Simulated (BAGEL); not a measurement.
**Si2H4ClF (SMILES F[SiH]([SiH3])Cl): HF/STO-3G (density fitting with qzvpp-jkfit)**

Aim: the energy change on altering one bond length of Si2H4ClF at HF/STO-3G (density fitting with qzvpp-jkfit), from 2 runs. 

Program for the calculation: BAGEL 1.2.2.

2 further runs of the same task are left out: 2 set aside as unsound or not needed. Runs told in other sessions of the task aren't counted.

## (1) Starting point

Si2H4ClF has 8 atoms, charge 0, and is taken as a singlet. SMILES: `F[SiH]([SiH3])Cl`. Geometry: relaxed at PBE0-D4/def2-TZVP.

Bond lengths: F1–Si2 1.597 Å, Si2–Si3 2.339 Å, Si2–Cl4 2.049 Å, Si2–H5 1.481 Å, Si3–H6 1.487 Å, Si3–H7 1.486 Å, Si3–H8 1.485 Å. Some angles: F1–Si2–Si3 109.8°, F1–Si2–Cl4 107.9°, Si3–Si2–Cl4 109.0°, F1–Si2–H5 107.2°, Si3–Si2–H5 115.4°, Cl4–Si2–H5 107.3°, Si2–Si3–H6 110.0°, Si2–Si3–H7 108.3°, Si2–Si3–H8 109.2°, H6–Si3–H7 109.5°.

## (2) The energy at HF/STO-3G (density fitting with qzvpp-jkfit)

Input file hf.json:

```json
{ "bagel": [

{
  "title": "molecule",
  "basis": "sto-3g",
  "df_basis": "qzvpp-jkfit",
  "angstrom": true,
  "geometry": [
    { "atom": "F", "xyz": [      -1.329000,       1.796800,       0.161200 ] },
    { "atom": "Si", "xyz": [      -0.382900,       0.812800,      -0.667700 ] },
    { "atom": "Si", "xyz": [       0.539000,      -0.793000,       0.761300 ] },
    { "atom": "Cl", "xyz": [      -1.534100,      -0.130100,      -2.075900 ] },
    { "atom": "H", "xyz": [       0.596600,       1.655400,      -1.392300 ] },
    { "atom": "H", "xyz": [       1.355700,      -0.131100,       1.812300 ] },
    { "atom": "H", "xyz": [       1.403500,      -1.693800,      -0.044400 ] },
    { "atom": "H", "xyz": [      -0.556600,      -1.574100,       1.389600 ] }
  ]
},

{ "title": "hf" },

{ "title": "print", "file": "orbitals.molden", "orbitals": true }

]}
```

The run is started by

```sh
$ BAGEL_NUM_THREADS=1 BAGEL hf.json > hf.out
```

Standard output:

```text
* using 1 threads per process

  ===============================================================
  ===============================================================

  *** Geometry ***

  { "atom" : "F", "xyz" : [     -2.511446,      3.395460,      0.304624 ] },
  { "atom" : "Si", "xyz" : [     -0.723576,      1.535969,     -1.261770 ] },
  { "atom" : "Si", "xyz" : [      1.018562,     -1.498553,      1.438648 ] },
  { "atom" : "Cl", "xyz" : [     -2.899029,     -0.245853,     -3.922882 ] },
  { "atom" : "H", "xyz" : [      1.127411,      3.128253,     -2.631066 ] },
  { "atom" : "H", "xyz" : [      2.561902,     -0.247743,      3.424751 ] },
  { "atom" : "H", "xyz" : [      2.652231,     -3.200818,     -0.083904 ] },
  { "atom" : "H", "xyz" : [     -1.051822,     -2.974618,      2.625963 ] },

  Number of auxiliary basis functions:      533

  Since a DF basis is specified, we compute 2- and 3-index integrals:
    o Being stored without compression. Storage requirement is 0.006 GB

  Number of basis functions:       36
  Number of electrons      :       58

    * METHOD: MOLECULE                             0.16

  *** RHF ***

  === Nuclear Repulsion ===
   276.2049934957

      * DIIS with orbital gradients will be used.

  === RHF iteration (sto-3g) ===
      0      -1126.14997530          0.01178217           0.04
      1      -1126.23373599          0.00240745           0.03
      2      -1126.23729208          0.00063657           0.02
      3      -1126.23771477          0.00011426           0.02
      4      -1126.23772996          0.00002639           0.03
      5      -1126.23773065          0.00000308           0.02
      6      -1126.23773065          0.00000055           0.02
      7      -1126.23773066          0.00000013           0.02
      8      -1126.23773066          0.00000004           0.03
      9      -1126.23773066          0.00000001           0.02
    * SCF iteration converged.

    * Permanent dipole moment:
           (   -0.964225,    -0.114299,    -0.751329) a.u.

    * METHOD: HF                                   0.34

    * METHOD: PRINT                                0.00

  ===============================================================
```

Wall time 0.67 s (1 thread of Intel Xeon 6975P-C (Granite Rapids), shared host).

## (3) The distorted shape

Input file hf.json:

```json
{ "bagel" : [

{
  "title" : "molecule",
  "basis" : "sto-3g",
  "df_basis" : "qzvpp-jkfit",
  "angstrom" : true,
  "geometry" : [
    { "atom" : "F", "xyz" : [      -1.475946,       1.670392,       0.269905 ] },
    { "atom" : "Si", "xyz" : [      -0.529846,       0.686392,      -0.558995 ] },
    { "atom" : "Si", "xyz" : [       0.392054,      -0.919408,       0.870005 ] },
    { "atom" : "Cl", "xyz" : [      -1.681046,      -0.256508,      -1.967195 ] },
    { "atom" : "H", "xyz" : [       0.596600,       1.655400,      -1.392300 ] },
    { "atom" : "H", "xyz" : [       1.208754,      -0.257508,       1.921005 ] },
    { "atom" : "H", "xyz" : [       1.256554,      -1.820208,       0.064305 ] },
    { "atom" : "H", "xyz" : [      -0.703546,      -1.700508,       1.498305 ] }
  ]
},

{ "title" : "hf" },

{ "title" : "print", "file" : "orbitals.molden", "orbitals" : true }

]}
```

The run is started by

```sh
$ BAGEL_NUM_THREADS=1 BAGEL hf.json > hf.out
```

Standard output:

```text
* using 1 threads per process

  ===============================================================
  ===============================================================

  *** Geometry ***

  { "atom" : "F", "xyz" : [     -2.789134,      3.156583,      0.510047 ] },
  { "atom" : "Si", "xyz" : [     -1.001264,      1.297093,     -1.056347 ] },
  { "atom" : "Si", "xyz" : [      0.740875,     -1.737429,      1.644071 ] },
  { "atom" : "Cl", "xyz" : [     -3.176717,     -0.484730,     -3.717460 ] },
  { "atom" : "H", "xyz" : [      1.127411,      3.128253,     -2.631066 ] },
  { "atom" : "H", "xyz" : [      2.284214,     -0.486620,      3.630173 ] },
  { "atom" : "H", "xyz" : [      2.374543,     -3.439695,      0.121519 ] },
  { "atom" : "H", "xyz" : [     -1.329509,     -3.213494,      2.831386 ] },

  Number of auxiliary basis functions:      533

  Since a DF basis is specified, we compute 2- and 3-index integrals:
    o Being stored without compression. Storage requirement is 0.006 GB

  Number of basis functions:       36
  Number of electrons      :       58

    * METHOD: MOLECULE                             0.16

  *** RHF ***

  === Nuclear Repulsion ===
   275.1224898202

      * DIIS with orbital gradients will be used.

  === RHF iteration (sto-3g) ===
      0      -1126.11562452          0.01233484           0.03
      1      -1126.20472043          0.00270033           0.03
      2      -1126.20894403          0.00068508           0.03
      3      -1126.20944092          0.00011989           0.03
      4      -1126.20945744          0.00002984           0.04
      5      -1126.20945832          0.00000402           0.02
      6      -1126.20945833          0.00000074           0.02
      7      -1126.20945833          0.00000016           0.03
      8      -1126.20945833          0.00000005           0.03
      9      -1126.20945833          0.00000001           0.02
     10      -1126.20945833          0.00000000           0.02
    * SCF iteration converged.

    * Permanent dipole moment:
           (   -0.919324,    -0.072204,    -0.787648) a.u.

    * METHOD: HF                                   0.38

    * METHOD: PRINT                                0.00

  ===============================================================
```

It took 0.71 s on 1 thread of Intel Xeon 6975P-C (Granite Rapids), shared host.

## (4) Results

Level: HF/STO-3G (density fitting with qzvpp-jkfit).

```
                                                          quantity           value
                                         first shape: total energy  -1126.23773 Eh
                                        first shape: dipole moment          3.12 D
                                          first shape: HOMO energy        -8.88 eV
                                          first shape: LUMO energy         8.91 eV
                                        first shape: HOMO–LUMO gap        17.78 eV
                                     distorted shape: total energy  -1126.20946 Eh
                                    distorted shape: dipole moment          3.08 D
                                      distorted shape: HOMO energy        -8.75 eV
                                      distorted shape: LUMO energy         8.30 eV
                                    distorted shape: HOMO–LUMO gap        17.05 eV
energy change with the Si2–H5 bond stretched from 1.481 to 1.704 Å        0.769 eV
```

With the Si2–H5 bond stretched from 1.481 to 1.704 Å the energy rises by 0.77 eV (74.2 kJ/mol). The first shape isn't relaxed at this level, so the change isn't measured from a minimum. The minimal basis adds a large error of its own.
